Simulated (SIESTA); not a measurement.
ErGe:

```
CELL_PARAMETERS angstrom
2.10510 -5.29394 0.00000
2.10510 5.29394 0.00000
0.00000 0.00000 3.91664
ATOMIC_POSITIONS crystal
Er 0.36180 0.63820 0.25000
Er 0.63820 0.36180 0.75000
Ge 0.08628 0.91372 0.25000
Ge 0.91372 0.08628 0.75000
```

The cell comes from a database or a generator and needn't be the stable form of this composition.

- Program: SIESTA 5.4.2
- Task: single point
- Functional: PBEsol
- Potentials or basis: PseudoDojo 0.4 standard with PseudoDojo 3+ lanthanides (4f in the core) (PBE and PBEsol files)
- Basis: DZP (energy shift 0.003 Ry; two zetas on semicore shells)
- Grid cutoff: 800 Ry
- Energy shift: 0.003 Ry
- k mesh: 7 × 7 × 7
- Occupations: fermi-dirac, width 0.05 eV
- Spin: collinear spin, ferromagnetic start
- Starting moments: [3.0, 3.0, 0.0, 0.0] μB

On this cell: pressure -2.0 GPa; largest force 0.176 eV/Å; net moment 0.00 μB per cell; band gap on the k mesh none (metal or under the smearing width).

The same run follows on a disturbed copy (atoms moved at random, drawn with an rms of 0.05 Å):

```xyz
4
Lattice="2.1051 -5.2939 0.0000 2.1051 5.2939 0.0000 0.0000 0.0000 3.9166" Properties=species:S:1:pos:R:3 pbc="T T T"
Er    2.1024    1.4994    0.9579
Er    2.1086   -1.4739    2.9548
Ge    2.0343    4.3695    1.0221
Ge    2.1183   -4.3504    2.9290
```

Q: What changes?

A: The energy (extrapolated to zero smearing) moves by +6.7 meV/atom; pressure -1.9 GPa; largest force 0.527 eV/Å; net moment 0.00 μB per cell; band gap on the k mesh none (metal or under the smearing width).

Forces in eV/Å, atoms in the order of the input:
```
Er   0.039 -0.251  0.166
Er  -0.410  0.222  0.027
Ge   0.445  0.135 -0.247
Ge  -0.073 -0.105  0.054
```

Stress tensor (GPa, compression positive):
```
-2.39  0.38 -0.11
 0.38 -1.69  0.27
-0.11  0.27 -1.55
```

Caveats: the magnetic or orbital state may not be the lowest; the potentials were made for another functional, which shifts forces and pressure; short orbitals over semicore shells can move pressures by several GPa; spin-orbit coupling is left out, which moves the levels of the heavy elements; the 4f electrons are frozen in the core as for a trivalent ion, so they carry no moment and show no levels; the basis of atomic orbitals isn't converged, which shifts pressures, moduli and gaps.
